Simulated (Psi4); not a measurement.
# UTPSSh-D3(BJ)/def2-SVP (density fitting) run of C2H5BN (SMILES B[N]C=C)

Wanted: a geometry optimisation of C2H5BN. 

The results are computed with Psi4 1.11.

## (1) The molecule

The species is C2H5BN (9 atoms), meant as a doublet with charge 0. As SMILES, `B[N]C=C`. The coordinates come from a PBE0-D4/def2-TZVP relaxation. This is one conformer, not always the lowest. The run starts from this shape.

Bond lengths: B1–N2 1.342 Å, N2–C3 1.284 Å, C3–C4 1.392 Å, B1–H5 1.202 Å, B1–H6 1.202 Å, C3–H7 1.093 Å, C4–H8 1.082 Å, C4–H9 1.083 Å. Angles: B1–N2–C3 179.9°, N2–C3–C4 123.6°, N2–B1–H5 119.4°, N2–B1–H6 119.4°, N2–C3–H7 118.2°, C4–C3–H7 118.1°, C3–C4–H8 120.6°, C3–C4–H9 120.2°, H5–B1–H6 121.3°, H8–C4–H9 119.2°.

## (2) A geometry optimisation at UTPSSh-D3(BJ)/def2-SVP (density fitting)

The input, c2h5bn.inp:

```
memory 1600 MB

molecule system {
  0 2
  B     -0.864600     1.674800    -0.110400
  N     -0.486400     0.387700    -0.106200
  C     -0.126200    -0.844400    -0.102100
  C      1.161000    -1.270600     0.212300
  H     -1.300900     2.164000     0.896800
  H     -0.758900     2.316900    -1.120700
  H     -0.871400    -1.601800    -0.359600
  H      1.410600    -2.323300     0.200400
  H      1.925400    -0.549500     0.472300
  units angstrom
}

set {
  reference uks
  geom_maxiter 60
}

result, w = optimize('tpssh-d3bj2b/def2-SVP', return_wfn=True)
```

Command:

```sh
$ psi4 c2h5bn.inp c2h5bn.out -n 1
```

Q: Predict the results. Wanted: total energy at the end; dipole moment; HOMO energy; LUMO energy; dispersion energy; ⟨S²⟩.

**Answer.** As computed:

At UTPSSh-D3(BJ)/def2-SVP (density fitting):

| quantity | value |
| --- | --- |
| total energy at the end | -158.68907 Eh |
| dipole moment | 2.47 D |
| HOMO energy (highest over α and β) | -6.16 eV |
| LUMO energy (lowest over α and β) | -3.48 eV |
| dispersion energy | -15.43 kJ/mol |
| ⟨S²⟩ | 0.779 |

What this shows: At the final geometry: Bond lengths: B1–N2 1.353 Å, N2–C3 1.293 Å, C3–C4 1.404 Å, B1–H5 1.212 Å, B1–H6 1.212 Å, C3–H7 1.103 Å, C4–H8 1.092 Å, C4–H9 1.093 Å. Angles: B1–N2–C3 180.0°, N2–C3–C4 123.9°, N2–B1–H5 119.5°, N2–B1–H6 119.5°, N2–C3–H7 118.2°, C4–C3–H7 117.9°, C3–C4–H8 120.5°, C3–C4–H9 120.3°, H5–B1–H6 121.0°, H8–C4–H9 119.1°. The optimisation took 7 steps and changed the energy by -0.018 eV.
